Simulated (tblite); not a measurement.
# C4H9AlS2: the cost of one run

The runs use tblite 0.8.0 and PySCF 2.14.0, with density-fitted response routines of our own; the level of theory stands in each step. All values are computed, except where a source is named. Atoms are numbered from 0 throughout.

### Step 1. Starting geometry

16 atoms, charge 0, multiplicity 1; geometry from: force field or distance geometry start.

Bonds of the start (Å): C0–C1 1.52, C1–C2 1.56, C2–C3 1.53, C3–S4 1.84, S4–Al5 2.24, Al5–S6 2.22, S6–C2 1.84, C0–H7 1.11, C0–H8 1.11, C0–H9 1.12, C1–H10 1.11, C1–H11 1.12, C2–H12 1.12, C3–H13 1.11, C3–H14 1.12, Al5–H15 1.61.

### Step 2. Optimising the geometry with GFN2-xTB

What the job is given:

```
{"job": {"kind": "relax", "xc": "GFN2-xTB", "basis": "xTB"}, "charge": 0, "multiplicity": 1}
C     -1.838800     1.298900    -0.358500
C     -1.256200    -0.100400    -0.304200
C      0.230100    -0.101900     0.162100
C      0.696100    -1.536600     0.430800
S      2.336400    -1.628600     1.264200
Al     3.053800     0.101500     0.043400
S      1.266300     0.687800    -1.140700
H     -1.323300     1.920900    -1.119000
H     -2.916300     1.232700    -0.631200
H     -1.770300     1.800000     0.635600
H     -1.341700    -0.588800    -1.294400
H     -1.863300    -0.700400     0.425500
H      0.286400     0.491000     1.112000
H      0.743600    -2.118400    -0.514500
H     -0.029300    -2.047100     1.111700
H      3.718900     1.298400     0.883800
```

The run is started by

```bash
OMP_NUM_THREADS=1 python probes_run.py task.json out
```

The driver reads the jobs from task.json and runs them one after another.

**Question.** How long does this first job take on 1 thread of Intel Xeon at 2.70GHz, shared host, and how much memory does it need?

About 1.9 s, with a peak of 0.18 GiB.
